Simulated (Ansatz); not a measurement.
# Ir: an axial (c/a) deformation path

An exercise on one series of results from a longer session: the logs are not shown, and one member is left open.

This is Ir in the hcp structure; at room conditions it is fcc.

Method: DFT PBEsol, scalar-relativistic, plane waves, PAW, in Ansatz 0.2.0.

## The starting structure

Symmetry: P6_3/mmc, No. 194, hexagonal system. Conventional cell: a = 2.751 Å, b = 2.751 Å, c = 4.462 Å, α = 90.00°, β = 90.00°, γ = 120.00°. Ir (site symmetry -6m2) has 12 Ir at 2.74 to 2.75 Å in its first shell of neighbours.

Coordinates:

```cif
data_structure
_symmetry_space_group_name_H-M 'P 1'
_symmetry_Int_Tables_number 1
_cell_length_a 2.7514
_cell_length_b 2.7514
_cell_length_c 4.4623
_cell_angle_alpha 90.000
_cell_angle_beta 90.000
_cell_angle_gamma 120.000
_cell_volume 29.25
loop_
_atom_site_label
_atom_site_type_symbol
_atom_site_fract_x
_atom_site_fract_y
_atom_site_fract_z
_atom_site_occupancy
Ir1 Ir 0.66667 0.33333 0.75000 1
Ir2 Ir 0.33333 0.66667 0.25000 1
```

It goes back to an entry of the Materials Project, which need not be the stable form.

The cell is taken as given, not relaxed at this level.

## Zero of energy

The reference gives a free energy of -23597.8833 eV, pressure -12.47 GPa, largest force 0.000 eV/Å and gap on the mesh none (metal). It was computed beforehand with the settings of the runs below.

Set-up of the first run:

At fixed volume and fractional coordinates, lengths along (0.000, 0.000, 1.000) are scaled against those across it; ρ is that ratio over its starting value.

input.yaml reads:

```yaml
crystal:
  lattice:
    - [2.904539376, 0.0, 0.0]
    - [-1.452269688, 2.5154048859, 0.0]
    - [0.0, 0.0, 4.004089181]
  atoms:
    - { symbol: Ir, position: [0.6666666667, 0.3333333333, 0.75] }
    - { symbol: Ir, position: [0.3333333333, 0.6666666667, 0.25] }
basis:
  ecutwfc: 420
kpoints:
  mp_grid: { grid: [24, 24, 12] }
hamiltonian:
  xc: pbesol
scf:
  occupations: { method: gaussian, width: 0.15 }
output:
  forces: true
  stress: true
  eigenvalues: true
```

Command:

```bash
> ansatz run input.yaml --threads 1 --pin off --max-ram 2560MiB --backend cpu --events-out ev --progress --plain --runs-dir out
```

Steps of the session up to this table: ρ = 0.850; At ρ = 1.200; Point ρ = 0.920; ρ = 1.100; Point ρ = 0.960; ρ = 1.050; Point ρ = 0.800; At ρ = 1.300.

One table of the session follows, with a row left open; its other results are not shown here.

The scan, with free energies counted from the undisturbed cell:

| ρ | ΔE (meV/atom) | pressure (GPa) |
| --- | --- | --- |
| 0.800 | 391.6 | 4.9 |
| 0.850 | 222.0 | -2.3 |
| 0.920 | 64.5 | -9.3 |
| 0.960 | 16.5 | -11.5 |
| 1.000 | 0.0 | -12.5 |
| 1.050 | 24.7 | -11.7 |
| 1.100 | ? | ? |
| 1.200 | 351.6 | 2.1 |
| 1.300 | 735.2 | 19.1 |

Q: Estimate the row for ρ = 1.100 from the others.

Worked estimate for «ΔE (meV/atom)». A straight line through the neighbours (1.050, 24.7) and (1.200, 351.6) gives 24.7 + (351.6 − 24.7) × (1.100 − 1.050) / (1.200 − 1.050) = 133.7; a parabola fitted to 4 rows on both sides gives 100.9.

The run gave: ΔE (meV/atom): 93.7; pressure (GPa): -8.9. In «ΔE (meV/atom)» the line misses by +40.0 and the parabola by +7.2.
